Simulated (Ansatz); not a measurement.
# SrVO3 (Pm-3m): equation of state

An exercise on one series of results from a longer session: the logs are not shown, and one member is left open.

Computed with Ansatz 0.2.0 (DFT PBE, scalar-relativistic, plane waves, PAW, unless a step's input says otherwise).

Spin polarisation is switched off on purpose; where the compound carries moments, volume, stiffness and gap are then not the real material's.

**The starting structure**

Symmetry: Pm-3m, No. 221, cubic system. The conventional cell has a = 3.858 Å, b = 3.858 Å, c = 3.858 Å, α = 90.00°, β = 90.00°, γ = 90.00°. Sr (site symmetry m-3m) has 12 O at 2.73 Å as nearest neighbours. V (site symmetry m-3m) is surrounded by 6 O at 1.93 Å. O (site symmetry 4/mmm) has 2 V at 1.93 Å and 4 Sr at 2.73 Å as nearest neighbours.

Structure file:

```cif
data_structure
_symmetry_space_group_name_H-M 'P 1'
_symmetry_Int_Tables_number 1
_cell_length_a 3.8578
_cell_length_b 3.8578
_cell_length_c 3.8578
_cell_angle_alpha 90.000
_cell_angle_beta 90.000
_cell_angle_gamma 90.000
_cell_volume 57.42
loop_
_atom_site_label
_atom_site_type_symbol
_atom_site_fract_x
_atom_site_fract_y
_atom_site_fract_z
_atom_site_occupancy
Sr1 Sr 0.50000 0.50000 0.50000 1
V1 V 0.00000 0.00000 0.00000 1
O1 O 0.50000 0.00000 0.00000 1
O2 O 0.00000 0.50000 0.00000 1
O3 O 0.00000 0.00000 0.50000 1
```

This cell comes from an earlier session at PBE: 11.483 Å³/atom at 0.00 GPa, on a 8×8×8 mesh.

Volume factors to run: 0.980, 1.020, 0.960, 1.040.

Set-up of the first run:

input.yaml reads:

```yaml
crystal:
  lattice:
    - [3.8319541596, 0.0, 0.0]
    - [0.0, 3.8319541596, 0.0]
    - [0.0, 0.0, 3.8319541596]
  atoms:
    - { symbol: Sr, position: [0.5, 0.5, 0.5] }
    - { symbol: V, position: [0.0, 0.0, 0.0] }
    - { symbol: O, position: [0.5, 0.0, 0.0] }
    - { symbol: O, position: [0.0, 0.5, 0.0] }
    - { symbol: O, position: [0.0, 0.0, 0.5] }
basis:
  ecutwfc: 420
  ecutrho_ratio: 4
kpoints:
  mp_grid: { grid: [8, 8, 8] }
hamiltonian:
  xc: pbe
scf:
  occupations: { method: gaussian, width: 0.05 }
output:
  forces: true
  stress: true
  eigenvalues: true
```

On the command line:

```
ansatz run input.yaml --threads 1 --pin off --max-ram 2560MiB --backend cpu --events-out ev --progress --plain --runs-dir out
```

Steps of the session up to this table: Scaling the volume by 0.980; Volume × 1.020; Scaling the volume by 0.960; At 1.040 of the relaxed volume.

One of the session's tables, all rows but one given; the rest of the session is left out.

It belongs to the step «The fit». 

```
volume (Å³/atom)  energy (meV/atom)  pressure (GPa)
          11.024              11.16            8.10
          11.254                  ?               ?
          11.483               0.00            0.00
          11.713               2.49           -3.44
          11.943               9.64           -6.52
```

Q: Estimate the row for volume (Å³/atom) = 11.254 from the others.

Worked estimate for «energy (meV/atom)». A straight line through the neighbours (11.024, 11.16) and (11.483, 0.00) gives 11.16 + (0.00 − 11.16) × (11.254 − 11.024) / (11.483 − 11.024) = 5.57; a parabola fitted to 3 rows on both sides gives 2.88.

**Answer.** energy (meV/atom): 2.68; pressure (GPa): 3.83. In «energy (meV/atom)» the line misses by +2.89 and the parabola by +0.20.
